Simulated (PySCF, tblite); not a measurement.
# C₈H₉BS: infrared bands, NMR shifts and electronic excitations in gas and solvents

Aim: compute the infrared bands, NMR shifts and electronic excitations of C₈H₉BS (`CC(=S)B1C=CC=CC=C1`), and see what a dielectric continuum does where one was used.

Programs: tblite 0.8.0 and PySCF 2.14.0, with density-fitted response routines of our own. Each step states its level of theory. These are calculated values for one molecule, in the gas phase or a continuum, unless marked as measured. Atoms count from 0, in the outputs and in this text.

## Step 1: The molecule as given

19 atoms, charge 0, multiplicity 1; geometry from: force field or distance geometry start.

Bonds of the start (Å): C0–C1 1.51, C1–S2 1.45, C1–B3 1.59, B3–C4 1.56, C4–C5 1.33, C5–C6 1.47, C6–C7 1.33, C7–C8 1.48, C8–C9 1.32, C9–B3 1.57, C0–H10 1.11, C0–H11 1.10, C0–H12 1.10, C4–H13 1.09, C5–H14 1.09, C6–H15 1.09, C7–H16 1.09, C8–H17 1.09, C9–H18 1.08.

## Step 2: Optimising the geometry with GFN2-xTB

The job: settings as JSON, then the geometry in Å.

```
{"job": {"kind": "relax", "xc": "GFN2-xTB", "basis": "xTB"}, "charge": 0, "multiplicity": 1}
C      3.046700     0.241800     0.453700
C      2.019900    -0.773100    -0.001300
S      2.466300    -2.128500    -0.259000
B      0.495900    -0.357300    -0.194700
C      0.106500     1.147600    -0.072200
C     -1.115600     1.634300     0.155000
C     -2.326500     0.872800     0.485100
C     -2.636700    -0.377300     0.139700
C     -1.853000    -1.331900    -0.677900
C     -0.535700    -1.385800    -0.791100
H      2.639700     0.816700     1.317600
H      3.993100    -0.224800     0.775400
H      3.245700     0.946200    -0.370400
H      0.914700     1.866000    -0.190300
H     -1.201600     2.720400     0.241500
H     -3.092400     1.428400     1.031900
H     -3.631500    -0.722300     0.415100
H     -2.422500    -2.143000    -1.129000
H     -0.122700    -2.221000    -1.336600
```

Run with:

```console
$ OMP_NUM_THREADS=1 python probes_run.py task.json out
```

This one command runs all jobs of the session in turn.

Output:

```text
step      E/eV     max force
  0    -708.82157   12.892
  1    -709.54031    5.292
  2    -709.88767    3.036
  3    -709.98481    2.100
  4    -710.03349    0.353
  5    -710.04530    0.246
  6    -710.07066    0.154
  7    -710.07308    0.132
  8    -710.08118    0.162
  9    -710.08581    0.157
 10    -710.08921    0.135
 11    -710.09205    0.119
 12    -710.09567    0.122
 13    -710.09950    0.142
 14    -710.10285    0.111
 15    -710.10553    0.116
 16    -710.10817    0.122
 17    -710.11094    0.136
 18    -710.11339    0.122
 19    -710.11534    0.108
 20    -710.11720    0.100
 21    -710.11932    0.118
 22    -710.12138    0.101
 23    -710.12288    0.076
 24    -710.12401    0.092
 25    -710.12519    0.101
 26    -710.12658    0.084
 27    -710.12785    0.080
 28    -710.12876    0.074
 29    -710.12949    0.089
 30    -710.13030    0.087
 31    -710.13127    0.072
 32    -710.13248    0.079
 33    -710.13409    0.100
 34    -710.13636    0.129
 35    -710.13927    0.159
 36    -710.14229    0.149
 37    -710.14498    0.116
 38    -710.14772    0.129
 39    -710.15185    0.157
 40    -710.15799    0.202
 41    -710.16382    0.179
 42    -710.16717    0.109
 43    -710.16885    0.105
 44    -710.17008    0.162
 45    -710.17179    0.102
 46    -710.17411    0.065
 47    -710.17618    0.076
 48    -710.17792    0.093
 49    -710.17892    0.089
 50    -710.18024    0.065
 51    -710.18105    0.065
 52    -710.18181    0.052
 53    -710.18234    0.045
 54    -710.18264    0.049
 55    -710.18283    0.036
 56    -710.18300    0.031
 57    -710.18322    0.024
 58    -710.18334    0.022
 59    -710.18354    0.028
 60    -710.18374    0.037
 61    -710.18400    0.050
 62    -710.18426    0.038
 63    -710.18446    0.026
 64    -710.18459    0.027
 65    -710.18473    0.027
 66    -710.18492    0.040
 67    -710.18513    0.037
 68    -710.18532    0.036
 69    -710.18548    0.037
 70    -710.18565    0.033
 71    -710.18591    0.041
 72    -710.18624    0.045
 73    -710.18658    0.037
 74    -710.18687    0.043
 75    -710.18711    0.052
 76    -710.18734    0.045
 77    -710.18760    0.039
 78    -710.18796    0.030
 79    -710.18818    0.036
 80    -710.18851    0.038
 81    -710.18880    0.039
 82    -710.18906    0.035
 83    -710.18928    0.046
 84    -710.18950    0.041
 85    -710.18974    0.033
 86    -710.18997    0.039
 87    -710.19022    0.040
 88    -710.19053    0.048
 89    -710.19095    0.066
 90    -710.19149    0.055
 91    -710.19203    0.045
 92    -710.19246    0.052
 93    -710.19284    0.052
 94    -710.19333    0.076
 95    -710.19415    0.068
 96    -710.19582    0.067
 97    -710.19639    0.052
 98    -710.19702    0.069
 99    -710.19730    0.077
100    -710.19806    0.061
101    -710.19858    0.074
102    -710.19909    0.070
103    -710.19943    0.062
104    -710.19983    0.045
105    -710.20030    0.050
106    -710.20084    0.048
107    -710.20107    0.100
108    -710.20167    0.069
109    -710.20214    0.059
110    -710.20292    0.064
111    -710.20355    0.103
112    -710.20424    0.069
113    -710.20504    0.083
114    -710.20587    0.068
115    -710.20613    0.117
116    -710.20701    0.136
117    -710.20760    0.052
118    -710.20802    0.031
119    -710.20841    0.064
120    -710.20860    0.029
121    -710.20877    0.019
122    -710.20887    0.016
123    -710.20896    0.017
124    -710.20903    0.014
125    -710.20907    0.012
126    -710.20909    0.015
127    -710.20911    0.007
```

It took 1.9 s on 1 thread of Arm Neoverse N1, shared host; peak memory 0.18 GiB.

Relaxation path: (not every step is listed)

```
step  energy from step 0 (eV)  largest force (eV/Å)
   0                   0.0000               12.8924
   1                  -0.7187                5.2919
   2                  -1.0661                3.0364
   3                  -1.1632                2.1003
   4                  -1.2119                0.3525
   5                  -1.2237                0.2457
   6                  -1.2491                0.1537
   7                  -1.2515                0.1321
   8                  -1.2596                0.1616
  19                  -1.2938                0.1081
  30                  -1.3087                0.0870
  41                  -1.3423                0.1792
  52                  -1.3602                0.0524
  63                  -1.3629                0.0263
  74                  -1.3653                0.0430
  85                  -1.3682                0.0335
  96                  -1.3743                0.0666
 107                  -1.3795                0.1004
 118                  -1.3865                0.0312
 122                  -1.3873                0.0158
 123                  -1.3874                0.0175
 124                  -1.3875                0.0145
 125                  -1.3875                0.0124
 126                  -1.3875                0.0146
 127                  -1.3875                0.0066
```

Close pairs (by a distance rule), those that changed most:

```
 bond  before (Å)  after (Å)  change (Å)
C1–S2       1.450      1.639      +0.189
C7–C8       1.481      1.413      -0.068
C5–C6       1.468      1.414      -0.054
B3–C9       1.574      1.524      -0.050
C8–C9       1.323      1.363      +0.040
B3–C4       1.559      1.525      -0.034
C6–C7       1.334      1.366      +0.032
C4–C5       1.335      1.363      +0.028
```

The next job starts from the end point, and lists it.

## Step 3: Infrared spectrum with GFN2-xTB

The job: settings as JSON, then the geometry in Å.

```
{"job": {"kind": "ir", "xc": "GFN2-xTB", "basis": "xTB"}, "charge": 0, "multiplicity": 1}
C      3.051885    -0.005117     0.591687
C      2.059392    -0.528683    -0.391355
S      2.576639    -1.380244    -1.693266
B      0.524853    -0.230991    -0.246883
C      0.079154     1.221575    -0.117850
C     -1.183873     1.706956     0.042138
C     -2.401472     0.995875     0.142040
C     -2.659618    -0.341144     0.035229
C     -1.787584    -1.427491    -0.203865
C     -0.430405    -1.415443    -0.326957
H      2.810698    -0.377965     1.588211
H      4.068325    -0.294356     0.331972
H      2.985822     1.082804     0.635259
H      0.846944     1.988909    -0.164415
H     -1.299996     2.784077     0.126102
H     -3.269392     1.622778     0.315595
H     -3.703154    -0.620237     0.134745
H     -2.294262    -2.384401    -0.291214
H      0.016239    -2.387651    -0.514635
```

Output:

```text
mode    cm-1     km/mol
  1      24.5      2.62
  2      47.9      1.00
  3      91.5      0.71
  4     121.5      6.59
  5     143.8      2.15
  6     196.8      0.37
  7     233.1      0.67
  8     311.3      7.46
  9     386.0      5.29
 10     391.6      0.22
 11     446.5      0.36
 12     518.1      1.77
 13     527.4      0.18
 14     566.6      5.01
 15     697.5     76.60
 16     766.9      0.55
 17     809.4      0.20
 18     833.8      1.25
 19     867.7     17.42
 20     877.6      5.37
 21     946.9      0.06
 22     952.0     10.27
 23     957.6      0.60
 24     960.7      0.85
 25     979.2      0.17
 26    1012.4     53.49
 27    1065.0      0.67
 28    1176.8     61.73
 29    1209.1      0.61
 30    1224.1      2.99
 31    1253.5      2.58
 32    1286.8      0.51
 33    1311.1      6.20
 34    1372.8      1.63
 35    1376.2     15.54
 36    1404.2     17.47
 37    1454.4      4.57
 38    1459.5      6.25
 39    1463.1      2.91
 40    1467.2    104.30
 41    1578.8      7.09
 42    1603.1      7.73
 43    2980.8     10.83
 44    2997.7      6.19
 45    3002.5     15.25
 46    3008.2     15.20
 47    3018.3     67.03
 48    3024.2     25.39
 49    3028.7     24.60
 50    3033.1     52.66
 51    3047.6     62.73
```

Run time: 1.4 s. Hardware: 1 thread of Arm Neoverse N1, shared host; peak memory 0.18 GiB.

Which atoms move in the most intense modes:

```
cm⁻¹  km/mol                                  atoms
 698    76.6  B3 19 %, H15 16 %, H16 15 %, H14 11 %
1012    53.5             B3 33 %, H11 23 %, C0 12 %
1177    61.7                       C1 68 %, C0 14 %
1467   104.3     C5 22 %, C6 22 %, C8 19 %, C7 14 %
3018    67.0                     H13 54 %, H14 30 %
3024    25.4           H18 64 %, H17 16 %, H16 10 %
3033    52.7                     H16 39 %, H15 38 %
3048    62.7                     H15 46 %, H16 39 %
```

## Step 4: Geometry optimisation at PBE0-D3(BJ)/def2-SVP

The job: settings as JSON, then the geometry in Å.

```
{"job": {"xc": "PBE0", "basis": "def2-SVP", "d3": "d3bj", "grid": 1, "shake": 0.01, "kind": "geom"}, "charge": 0, "multiplicity": 1}
C      3.072290    -0.030670     0.595870
C      2.053710    -0.533210    -0.393510
S      2.556440    -1.382560    -1.701920
B      0.558080    -0.228730    -0.250410
C      0.076340     1.214890    -0.128400
C     -1.187780     1.711780     0.039750
C     -2.391890     0.993880     0.142280
C     -2.644160    -0.335690     0.030180
C     -1.789410    -1.422090    -0.184510
C     -0.433100    -1.417880    -0.316930
H      2.801830    -0.380880     1.597040
H      4.074130    -0.293440     0.338670
H      2.957540     1.093020     0.625660
H      0.830260     1.991670    -0.157410
H     -1.304440     2.773310     0.126360
H     -3.269920     1.636830     0.323070
H     -3.701220    -0.609120     0.132690
H     -2.303520    -2.378560    -0.285390
H      0.014090    -2.395480    -0.512340
```

Output:

```text
step   0  E = -732.37360185  max force = 0.037068
step   1  E = -732.37911043  max force = 0.008277
step   2  E = -732.37931084  max force = 0.002955
step   3  E = -732.37934662  max force = 0.002301
step   4  E = -732.37939390  max force = 0.000625
step   5  E = -732.37939910  max force = 0.000525
step   6  E = -732.37940995  max force = 0.000251
optimisation converged
```

Run time: 4 min. Hardware: 1 thread of Arm Neoverse N1, shared host; peak memory 0.81 GiB.

Along the way:

```
step  energy from step 0 (eV)  largest force component (eV/Å)
   0                   0.0000                          1.9061
   1                  -0.1499                          0.4256
   2                  -0.1553                          0.1520
   3                  -0.1563                          0.1183
   4                  -0.1576                          0.0321
   5                  -0.1578                          0.0270
   6                  -0.1580                          0.0129
```

Distances of close pairs at the start and the end, largest changes first:

```
  bond  before (Å)  after (Å)  change (Å)
 C1–B3       1.533      1.581      +0.048
C0–H11       1.067      1.099      +0.032
C5–H14       1.071      1.097      +0.026
C0–H12       1.130      1.104      -0.026
 C7–C8       1.399      1.423      +0.024
 B3–C9       1.549      1.529      -0.020
 C5–C6       1.406      1.423      +0.018
 C0–C1       1.506      1.491      -0.015
```

The next job starts from the end point, and lists it.

```
                         at the end point                value
  point group (found at 0.08 Å tolerance)                   C1
rotational constants (GHz, main isotopes)  2.190, 0.682, 0.588
                        dipole moment (D)                 3.55
```

## Step 5: Nuclear shieldings: PBE0/pcSseg-1

The job: settings as JSON, then the geometry in Å.

```
{"job": {"kind": "nmr", "xc": "PBE0", "basis": "pcSseg-1"}, "charge": 0, "multiplicity": 1}
C      3.071853    -0.117640     0.615739
C      2.081041    -0.507927    -0.427590
S      2.506244    -1.169030    -1.860834
B      0.535355    -0.221830    -0.256113
C      0.093092     1.236647    -0.101951
C     -1.178771     1.734401     0.029109
C     -2.419453     1.039230     0.088125
C     -2.682404    -0.306050     0.010255
C     -1.795624    -1.405667    -0.163274
C     -0.429784    -1.407641    -0.291175
H      2.850539    -0.651718     1.556426
H      4.105467    -0.328652     0.307230
H      2.966070     0.955814     0.851722
H      0.872556     2.010073    -0.108422
H     -1.280992     2.823503     0.116552
H     -3.297339     1.680565     0.216472
H     -3.740038    -0.579148     0.086192
H     -2.302035    -2.377828    -0.206482
H      0.014236    -2.399368    -0.442614
```

With the program's defaults for keys left out, this is: GIAO PBE0/pcSseg-1 NMR shielding, non-relativistic, gas phase.

Output:

```text
coarse grid: 16984 points
cycle   1  E = -732.5487105723  dE =  1.334e+00  |g| = 4.078e-01  |ddm| = 4.257e+00
cycle   2  E = -732.5273036773  dE =  2.141e-02  |g| = 5.093e-01  |ddm| = 1.111e+00
cycle   3  E = -732.5988438086  dE = -7.154e-02  |g| = 1.252e-01  |ddm| = 6.433e-01
cycle   4  E = -732.6029167871  dE = -4.073e-03  |g| = 3.622e-02  |ddm| = 1.443e-01
cycle   5  E = -732.6032762513  dE = -3.595e-04  |g| = 7.961e-03  |ddm| = 4.872e-02
cycle   6  E = -732.6032932824  dE = -1.703e-05  |g| = 4.076e-03  |ddm| = 1.505e-02
cycle   7  E = -732.6032970123  dE = -3.730e-06  |g| = 1.651e-03  |ddm| = 5.477e-03
final grid: 160968 points
cycle   8  E = -732.6629489411  dE = -3.492e-05  |g| = 9.994e-03  |ddm| = 4.564e-02
cycle   9  E = -732.6629119308  dE =  3.701e-05  |g| = 1.489e-02  |ddm| = 2.522e-02
cycle  10  E = -732.6629747967  dE = -6.287e-05  |g| = 2.961e-03  |ddm| = 1.818e-02
cycle  11  E = -732.6629771948  dE = -2.398e-06  |g| = 4.652e-04  |ddm| = 3.388e-03
cycle  12  E = -732.6629772379  dE = -4.315e-08  |g| = 2.599e-04  |ddm| = 7.610e-04
cycle  13  E = -732.6629772573  dE = -1.940e-08  |g| = 5.985e-05  |ddm| = 3.126e-04
cycle  14  E = -732.6629772583  dE = -9.857e-10  |g| = 1.843e-05  |ddm| = 9.180e-05
converged SCF energy = -732.6629772583

GIAO shielding tensors (ppm)
atom      isotropic    diamagn.    paramagn.     s11        s22        s33       span
  0 C      137.560     248.391    -110.831    107.252    131.296    174.133     66.881
  1 C     -145.664     263.321    -408.985   -368.909   -229.652    161.570    530.479
  2 S     -705.863    1057.327   -1763.190  -2332.392   -427.274    642.075   2974.467
  3 B       61.014     191.827    -130.813     15.646     48.179    119.216    103.571
  4 C       30.562     261.104    -230.542    -98.480     18.360    171.807    270.287
  5 C       26.130     254.534    -228.404    -99.989     20.126    158.254    258.243
  6 C       42.244     255.545    -213.301    -69.780     39.838    156.674    226.454
  7 C       40.224     255.436    -215.212    -72.913     36.568    157.016    229.929
  8 C       29.688     254.263    -224.574    -92.153     22.913    158.306    250.460
  9 C       20.483     259.975    -239.493   -115.530     11.996    164.981    280.511
 10 H       27.723      29.119      -1.396     25.222     27.724     30.224      5.001
 11 H       28.001      28.494      -0.493     25.440     27.228     31.334      5.894
 12 H       27.357      29.736      -2.379     23.558     28.155     30.359      6.801
 13 H       23.666      32.890      -9.225     19.886     21.813     29.298      9.413
 14 H       23.152      29.729      -6.577     19.550     22.172     27.735      8.185
 15 H       23.891      28.050      -4.159     20.242     23.692     27.738      7.496
 16 H       23.860      27.792      -3.932     20.266     23.616     27.698      7.432
 17 H       23.353      29.138      -5.785     19.752     22.611     27.695      7.942
 18 H       23.388      32.021      -8.633     18.548     22.220     29.396     10.848
```

Run time: 1.8 min. Hardware: 1 thread of Arm Neoverse N1, shared host; peak memory 1 GiB.

Shifts follow as δ = σ(reference) − σ, with reference shieldings (ppm) from runs at the same level and on the same kind of geometry: ¹H TMS 31.27, ¹³C TMS 184.4, ¹¹B BF3·OEt2 100.7, ³³S CS2 496. The references are single molecules in the gas phase. Atoms listed in one row are averaged.

```
        atoms                                environment  σ (ppm)  δ (ppm)  δ scaled to CDCl3
           C1                        thiocarbonyl carbon   -145.7    330.1              316.4
       C4, C9                                  alkene CH     25.5    158.9              153.8
       C5, C8                                  alkene CH     27.9    156.5              151.5
       C6, C7                                  alkene CH     41.2    143.2              138.5
           C0                              methyl carbon    137.6     46.8               45.0
     H14, H17                   hydrogen on an alkene CH    23.25     8.01               7.81
     H13, H18                   hydrogen on an alkene CH    23.53     7.74               7.55
     H15, H16                   hydrogen on an alkene CH    23.88     7.39               7.22
H10, H11, H12                hydrogen on a methyl carbon    27.69     3.57               3.60
           S2                              thione sulfur     -706     1202                  –
           B3  boron bonded to 3 C, in a 7-membered ring     61.0     39.7                  –
```

The scaled column applies a straight-line fit of computed shieldings to shifts measured in CDCl3, with any fitted terms for Cl, Br or S neighbours (root-mean-square error 0.21 ppm for H, 2.0 ppm for C).

The run also stored atomic charges by several schemes (e):

```
 atoms  Mulliken    IAO  Hirshfeld  ESP fit
    C0     -0.19  -0.42      -0.12    -0.29
    C1     -0.51  -0.11       0.00     0.09
    S2     -0.09  -0.07      -0.12    -0.25
    B3      0.72   0.11       0.09     0.42
C4, C9     -0.29  -0.22      -0.10    -0.47
C5, C8     -0.09  -0.10      -0.02     0.06
C6, C7     -0.12  -0.13      -0.03    -0.14
```

Mayer bond orders: C0–C1 1.03, C1–S2 1.90, C1–B3 0.80, B3–C4 1.03, C4–C5 1.68, C5–C6 1.30, C6–C7 1.61, C7–C8 1.30, C8–C9 1.66, C9–B3 1.06.

Ring of atoms B3, C4, C5, C6, C7, C8, C9: NICS(0) -2.8, NICS(1) -6.2, NICS(1)zz -16.2 ppm (means of both faces).

Orbitals, density, ELF and potential are computed afterwards from the orbital file.

Frontier orbitals at PBE0/pcSseg-1, with the share of their density that lies nearest to each atom:

```
orbital  energy (eV)                                         lies on
   HOMO        -5.91                                         S2 75 %
   LUMO        -2.18  C4, C9 about 20 % each; C6, C7 about 15 % each
```

ELF in a plane through or near 11 of the atoms.

Ten even steps from ' ' (0.00) to '@' (1.00):
```
                                                        
                                                        
                                                        
                              ++@@@@**                  
                      --==    ##@@@@%%                  
              ::      @@@@++  **@@@@++  ::**::          
            ++@@%%..  @@@@%%++++::**::--@@@@@@::        
            ++@@@@++  --**----%%::%%****@@@@@@--        
      ..%%##++####--  ..**%%**++--##::++####::          
      ##@@@@@@--%%##++**--##**    ==%%@@==..            
      ##@@@@@@**@@##**%%....==..  --==..**####::        
      ..##%%==::**==**##==@@%%++==%%##..@@@@@@%%        
                --====..--**==**##::##++**@@@@**        
                ::--..  **@@******++%%++    ..          
                ....  ..@@@@@@..--@@@@@@::              
                      ..@@@@@@  ..@@@@@@--              
                        --##--    **%%##                
                                                        
                                                        
                                                        
```
The map spans 13.5 Å across and 10.6 Å up, centred on the molecule. Atoms in the plane (x, y in Å): B3 (-0.5, -0.2), C5 (1.3, 1.6), C6 (2.5, 0.9), C7 (2.6, -0.5), C8 (1.7, -1.5), C9 (0.3, -1.5), H11 (-4.1, 0.0), H14 (1.5, 2.7), H15 (3.4, 1.5), H17 (2.1, -2.5), H18 (-0.2, -2.4).

On the surface of density 0.002 e/bohr³ the electrostatic potential runs, from the 1st to the 99th percentile, from -1.30 V near S2 to 1.09 V near H15.

(Part 1 of 2 ends here.)
